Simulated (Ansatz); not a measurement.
# Ga5Sb2As3: the cost of one run

Method: DFT PBE, scalar-relativistic, plane waves, PAW, in Ansatz 0.2.0.

## 1. The structure to begin with

Symmetry: I-4m2, No. 119, tetragonal system. Conventional cell: a = 4.198 Å, b = 4.198 Å, c = 29.688 Å, α = 90.00°, β = 90.00°, γ = 90.00°. Around Ga (site symmetry 2mm) lie 2 As at 2.53 Å and 2 Sb at 2.64 Å. Ga (site symmetry 2mm) has 2 As at 2.52 Å and 2 Sb at 2.64 Å in its first shell of neighbours. Ga (site symmetry -4m2) is surrounded by 4 As at 2.52 Å. Sb (site symmetry 2mm) has 4 Ga at 2.64 Å in its first shell of neighbours. As (site symmetry 2mm) is surrounded by 4 Ga at 2.52 Å. As (site symmetry -4m2) is surrounded by 4 Ga at 2.53 Å.

Structure file:

```cif
data_structure
_symmetry_space_group_name_H-M 'I-4m2'
_symmetry_Int_Tables_number 119
_cell_length_a 4.1978
_cell_length_b 4.1978
_cell_length_c 29.6884
_cell_angle_alpha 90.000
_cell_angle_beta 90.000
_cell_angle_gamma 90.000
_cell_volume 523.16
loop_
_atom_site_label
_atom_site_type_symbol
_atom_site_symmetry_multiplicity
_atom_site_Wyckoff_symbol
_atom_site_fract_x
_atom_site_fract_y
_atom_site_fract_z
_atom_site_occupancy
Ga1 Ga 4 e 0.50000 0.50000 0.20270 1
Ga2 Ga 4 e 0.50000 0.50000 0.40568 1
Ga3 Ga 2 b 0.50000 0.50000 0.00000 1
Sb1 Sb 4 f 0.50000 0.00000 0.35148 1
As1 As 4 f 0.00000 0.50000 0.45288 1
As2 As 2 c 0.00000 0.50000 0.25000 1
```

The start is the relaxed end of an invented cell (made as: elements ordered on the sites of the GaAs type, As/Sb on As (I-4m2, No. 119)), taken up again for a closer look.

## 2. A first look at the guess

The input, input.yaml:

```yaml
crystal:
  lattice:
    - [-2.0989042, 2.0989042, 14.8441876]
    - [2.0989042, -2.0989042, 14.8441876]
    - [2.0989042, 2.0989042, -14.8441876]
  atoms:
    - { symbol: Ga, position: [0.702697, 0.702697, 0.0] }
    - { symbol: Ga, position: [0.297303, 0.297303, 0.0] }
    - { symbol: Ga, position: [0.90568, 0.90568, 0.0] }
    - { symbol: Ga, position: [0.5, 0.5, 0.0] }
    - { symbol: Ga, position: [0.09432, 0.09432, 0.0] }
    - { symbol: Sb, position: [0.351477, 0.851477, 0.5] }
    - { symbol: Sb, position: [0.148523, 0.648523, 0.5] }
    - { symbol: As, position: [0.952878, 0.452878, 0.5] }
    - { symbol: As, position: [0.547122, 0.047122, 0.5] }
    - { symbol: As, position: [0.75, 0.25, 0.5] }
basis:
  ecutwfc: 420
kpoints:
  mp_grid: { grid: [6, 6, 6] }
hamiltonian:
  xc: pbe
scf:
  occupations: { method: gaussian, width: 0.1 }
  lower_state_search: "off"
output:
  forces: true
  stress: true
  eigenvalues: true
```

Started as:

```console
$ ansatz run input.yaml --threads 4 --pin off --max-ram 8192MiB --backend cpu --events-out ev --progress --plain --runs-dir out
```

What time and memory should one allow on 4 threads of Arm Neoverse V1, shared host?

About 18 s, with a peak of 0.99 GiB.
